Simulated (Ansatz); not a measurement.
# YSi2 (AlB2 type): equation of state and elastic constants

An exercise on one series of results from a longer session: the logs are not shown, and one member is left open.

Computed with Ansatz 0.2.0 (DFT PBEsol, scalar-relativistic, plane waves, PAW, unless a step's input says otherwise).

## The structure to begin with

It takes space group P6/mmm (No. 191, hexagonal). Conventional cell: a = 4.075 Å, b = 4.075 Å, c = 3.883 Å, α = 90.00°, β = 90.00°, γ = 120.00°. Around Y (site symmetry 6/mmm) lie 12 Si at 3.05 Å. Si (site symmetry -6m2) is surrounded by 3 Si at 2.35 Å and 6 Y at 3.05 Å.

As a file:

```
CELL_PARAMETERS angstrom
4.07513 0.00000 0.00000
-2.03756 3.52916 0.00000
0.00000 0.00000 3.88321
ATOMIC_POSITIONS crystal
Y 0.00000 0.00000 0.00000
Si 0.33333 0.66667 0.50000
Si 0.66667 0.33333 0.50000
```

This cell comes from an earlier session at PBEsol: 18.616 Å³/atom at 0.01 GPa, on a 10×10×8 mesh.

Volume factors to run: 0.980, 1.020, 0.960, 1.040.

The first run:

The input, input.yaml:

```yaml
crystal:
  lattice:
    - [4.0477778268, 0.0, 0.0]
    - [-2.0238889134, 3.5054784269, 0.0]
    - [0.0, 0.0, 3.8571496541]
  atoms:
    - { symbol: "Y", position: [0.0, 0.0, 0.0] }
    - { symbol: Si, position: [0.3333333333, 0.6666666667, 0.5] }
    - { symbol: Si, position: [0.6666666667, 0.3333333333, 0.5] }
basis:
  ecutwfc: 420
  ecutrho_ratio: 4
kpoints:
  mp_grid: { grid: [10, 10, 8] }
hamiltonian:
  xc: pbesol
scf:
  occupations: { method: gaussian, width: 0.05 }
output:
  forces: true
  stress: true
  eigenvalues: true
relax:
  f_tol: 0.01
  max_steps: 40
  cell: { stress_tol: 0.1, fix: [volume] }
```

Steps of the session up to this table: Scaling the volume by 0.980; Scaling the volume by 1.020; Volume × 0.960; Volume × 1.040.

One of the session's tables, all rows but one given; the rest of the session is left out.

| volume (Å³/atom) | energy (meV/atom) | pressure (GPa) |
| --- | --- | --- |
| 17.871 | 9.34 | 4.11 |
| 18.244 | 2.28 | 1.97 |
| 18.616 | 0.00 | 0.01 |
| 18.988 | ? | ? |
| 19.360 | 8.10 | -3.29 |

Estimate the missing values for volume (Å³/atom) = 18.988.

Worked estimate for «energy (meV/atom)». A straight line through the neighbours (18.616, 0.00) and (19.360, 8.10) gives 0.00 + (8.10 − 0.00) × (18.988 − 18.616) / (19.360 − 18.616) = 4.05; a parabola fitted to 3 rows on both sides gives 1.94.

**Answer.** energy (meV/atom): 2.15; pressure (GPa): -1.77. In «energy (meV/atom)» the line misses by +1.90 and the parabola by -0.21.

volume (Å³/atom), energy (meV/atom) and a bar:
```
    17.87        9.3 ##############################
    18.24        2.3 #######
    18.62        0.0 
    18.99        2.2 #######
    19.36        8.1 ##########################
```
